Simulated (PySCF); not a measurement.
# The bond of SiPb, level by level

The task here is to estimate one member of a computed series from the others.

Computed with PySCF 2.14.0. Level: Si def2-SVP, Pb def2-SVP with ECP60, scalar-relativistic core potentials.

The first run:

The job is set up so:

```yaml
atoms: Si, Pb
charge: 0
basis: Si def2-SVP, Pb def2-SVP with ECP60
Hamiltonian: scalar-relativistic core potentials
basis_functions: 44
electrons_treated: 36
masses_in_u: 27.9769, 207.9766
levels: PBE0, PBE, r²SCAN, M06, BLYP, M06-2X, CAM-B3LYP, HF, MP2, SCS-MP2, CCSD, CCSD(T)
grid: 80 radial by 434 angular points
occupations: held fixed by the projection of orbital angular momentum
dissociation_limit: Si + Pb, each in its ground configuration
starting_distance_in_angstrom: 2.510
values_of_2S_to_try: 0, 2, 4
```

On the command line:

```
OMP_NUM_THREADS=1 python dia.py task.json out
```

Among the steps run: The job; The PBE0 curve of the state that the search chose; Excited determinants; PBE (GGA); r²SCAN (meta-GGA); M06 (hybrid meta-GGA); BLYP (GGA); M06-2X; CAM-B3LYP (range-separated hybrid); UHF; MP2 and coupled cluster.

One of the session's tables, all rows but one given; the rest of the session is left out.

It belongs to the step «The curves together». Energy (eV) from each level's lowest point:

```
R (Å)    UHF  UHF-MP2  UHF-SCS-MP2  UHF-CCSD  UHF-CCSD(T)
2.232  0.852    0.983        0.960       n/a          n/a
2.336  0.339    0.445        0.426     0.455        0.489
2.439  0.076    0.145        0.133     0.150        0.172
2.517  0.000    0.036        0.029     0.037        0.049
2.595  0.003    0.000        0.000     0.000        0.000
2.673  0.067    0.022        0.029     0.021        0.008
2.777  0.223    0.117        0.135     0.116        0.085
2.906      ?        ?            ?         ?            ?
3.062  0.862    0.837        0.840     0.601        0.505
3.270  1.258    1.610        1.520       n/a          n/a
```

Q: Estimate the row for R (Å) = 2.906 from the others.

Worked estimate for «UHF». A straight line through the neighbours (2.777, 0.223) and (3.062, 0.862) gives 0.223 + (0.862 − 0.223) × (2.906 − 2.777) / (3.062 − 2.777) = 0.512; a parabola fitted to 4 rows on both sides gives 0.521.

The run gave: UHF: 0.496; UHF-MP2: 0.326; UHF-SCS-MP2: 0.355; UHF-CCSD: 0.309; UHF-CCSD(T): 0.253. In «UHF» the line misses by +0.016 and the parabola by +0.025.
